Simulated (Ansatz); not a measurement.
**FH3O2Si: geometry optimisation in Python**

Wanted for FH3O2Si: a geometry optimisation.

Program: Ansatz 0.2.0, driven from Python. Level of theory: B3LYP+D3(BJ)/def2-SVP. These are calculated values, not measurements.

## Step 1: The system

Bond lengths: O1–Si2 1.620 Å, Si2–O3 1.616 Å, Si2–F4 1.558 Å, O1–H5 1.033 Å, Si2–H6 1.457 Å, O3–H7 0.993 Å. Angles: O1–Si2–O3 107.2°, O1–Si2–F4 108.6°, O1–Si2–H6 110.2°, O3–Si2–F4 105.6°, O3–Si2–H6 112.0°, F4–Si2–H6 113.0°, Si2–O1–H5 112.7°, Si2–O3–H7 117.4°.

No structure file is read: the coordinates are typed or built in the script.

## Step 2: Script

The input, opt_fh3o2si.py:

```python
# -*- coding: utf-8 -*-
'''Geometry optimisation of FH3O2Si.'''

import itertools

import ansatz as az
from ase.data import atomic_numbers, covalent_radii
import numpy as np
import pandas as pd

BASIS_SET = 'def2-SVP'
XC = 'b3lyp'
VDW = 'd3bj'

geometry_ang = [
    ('O', (-0.1432, 0.3498, -1.3109)),
    ('Si', (-0.1716, -0.3607, 0.1445)),
    ('O', (1.327, -0.2831, 0.7445)),
    ('F', (-1.052, 0.4995, 1.1002)),
    ('H', (-1.0192, 0.8518, -1.5273)),
    ('H', (-0.64, -1.7353, 0.0235)),
    ('H', (1.7603, 0.61, 0.7797)),
]
molecule = az.Crystal.molecule()
for symbol, xyz in geometry_ang:
    molecule = molecule.atom(symbol, xyz)

base = (
    molecule.calculation()
    .basis(gaussian=BASIS_SET)
    .functional(XC, dispersion=VDW)
)
symbols = [site.symbol for site in molecule.cartesian_sites]
start = np.array([site.position_ang for site in molecule.cartesian_sites], dtype=float)
def progress(event):
    if event['event'] == 'relax_step':
        row = event['data']
        print(f'step {row["step"]:3d}  E = {row["lagrangian_ev"]:.6f} eV  largest force component {row["allowed_force_max_ev_ang"]:.4f} eV/A')


data = base.relax(force_tolerance=0.01).session().plan().execute(on_event=progress).report
end = np.array(data['positions_ang'])

for key in ('converged', 'free_energy_ev', 'reference_energy_ev', 'n_frozen', 'n_occupied', 'n_virtual'):
    print(f'{key:22s} {data[key]}')

# pairs closer than 1.2 times the sum of covalent radii, before or after
radius = [covalent_radii[atomic_numbers[s]] for s in symbols]
span = lambda where, i, j: np.linalg.norm(where[i] - where[j])
bonded = [(i, j) for i, j in itertools.combinations(range(len(symbols)), 2) if min(span(start, i, j), span(end, i, j)) < 1.2 * (radius[i] + radius[j])]
print('pair        before    after (A)')
for i, j in bonded:
    print(f'{symbols[i]}{i}-{symbols[j]}{j}'.ljust(10), f'{span(start, i, j):8.4f} {span(end, i, j):8.4f}')

charges = data['charge_distribution']
table = pd.DataFrame({'atom': symbols, 'mulliken': charges['mulliken_charges_e'], 'lowdin': charges['lowdin_charges_e']})
print(table.round(3).to_string())
print('dipole (e A):', np.round(charges['dipole_moment_e_ang'], 4) + 0.0)
with open('fh3o2si_opt.xyz', 'w') as handle:
    handle.write(f'{len(symbols)}\nrelaxed FH3O2Si\n')
    handle.writelines(f'{s:2s} {x:11.6f} {y:11.6f} {z:11.6f}\n' for s, (x, y, z) in zip(symbols, end))
```

## Step 3: The calls as engine input

The package turns the script's settings into the engine's input:

```yaml
crystal:
  periodic: [false, false, false]
  atoms:
    - { symbol: O, position_ang: [-0.1432, 0.3498, -1.3109] }
    - { symbol: Si, position_ang: [-0.1716, -0.3607, 0.1445] }
    - { symbol: O, position_ang: [1.327, -0.2831, 0.7445] }
    - { symbol: F, position_ang: [-1.052, 0.4995, 1.1002] }
    - { symbol: H, position_ang: [-1.0192, 0.8518, -1.5273] }
    - { symbol: H, position_ang: [-0.64, -1.7353, 0.0235] }
    - { symbol: H, position_ang: [1.7603, 0.61, 0.7797] }
basis:
  gaussian:
    orbitals: def2-SVP
hamiltonian:
  xc: b3lyp
  dispersion: d3bj
relax:
  f_tol: 0.01
```

## Step 4: Launch

The run is started by

```console
$ python opt_fh3o2si.py
```

Without the output at hand: what should come out? Wanted: total energy; dipole moment; moves of the relaxation; energy gained; last largest force component.

As calculated:

| quantity | value |
| --- | --- |
| total energy | -14734.3169 eV |
| dipole moment | 1.59 D |
| moves of the relaxation | 9 |
| energy gained | 0.341 eV |
| last largest force component | 0.0027 eV/Å |

**Reading.** After 9 moves the largest shift is 0.179 Å, of atom 4 (F). Caveats:
- The end point is the stationary point reached from this start; no frequency run checks that it is a minimum, and the basis set is modest.
- The Löwdin charges here are taken after orthogonalising the functions within each atom; they differ from plain Löwdin charges, and their signs can be unphysical.
- Total less reference energy is the dispersion correction.
- b3lyp holds the VWN-RPA fit, as in Gaussian; the form of ORCA and Turbomole is b3lyp5.
